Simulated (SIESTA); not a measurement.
The system is ZrSiO.

```xyz
6
Lattice="3.3200 0.0000 0.0000 0.0000 3.3200 0.0000 0.0000 0.0000 7.3518" Properties=species:S:1:pos:R:3 pbc="T T T"
Zr    1.6600    0.0000    2.2674
Zr    0.0000    1.6600    5.0845
Si    0.0000    0.0000    0.0000
Si    1.6600    1.6600    0.0000
O     1.6600    0.0000    4.4941
O     0.0000    1.6600    2.8577
```

The cell comes from a database or a generator and needn't be the stable form of this composition.

* Program: SIESTA 5.4.2
* Task: single point
* Functional: PBEsol
* Potentials or basis: PseudoDojo 0.4 standard (PBEsol files)
* Basis: DZP (energy shift 0.003 Ry; two zetas on semicore shells)
* Grid cutoff: 800 Ry
* Energy shift: 0.003 Ry
* k mesh: 8 × 8 × 4
* Occupations: fermi-dirac, width 0.05 eV
* Spin: no spin polarisation

On this cell: pressure -5.3 GPa; largest force 0.149 eV/Å; band gap on the k mesh none (metal or under the smearing width).

The same run follows on a disturbed copy (atoms moved at random, drawn with an rms of 0.05 Å):

```
CELL_PARAMETERS angstrom
3.31999 0.00000 0.00000
0.00000 3.31999 0.00000
0.00000 0.00000 7.35184
ATOMIC_POSITIONS crystal
Zr 0.50931 0.00004 0.30867
Zr 0.01172 0.49420 0.68770
Si 0.98794 0.00820 0.99622
Si 0.50772 0.50646 0.00491
O 0.50911 0.99040 0.61452
O 0.00294 0.49340 0.38815
```

What changes?

The energy (extrapolated to zero smearing) moves by +9.4 meV/atom; pressure -5.1 GPa; largest force 1.002 eV/Å; band gap on the k mesh none (metal or under the smearing width).

Forces on the atoms (eV/Å):
```
Zr  -0.185  0.002  0.054
Zr  -0.141  0.139  0.443
Si   0.971 -0.206  0.138
Si  -0.713 -0.042 -0.308
O   -0.046  0.079 -0.352
O    0.115  0.028  0.024
```

Stress tensor (GPa, compression positive):
```
-4.72 -0.03 -0.15
-0.03 -4.46 -0.18
-0.15 -0.18 -6.15
```

Caveats: the basis of atomic orbitals isn't converged, which shifts pressures, moduli and gaps.
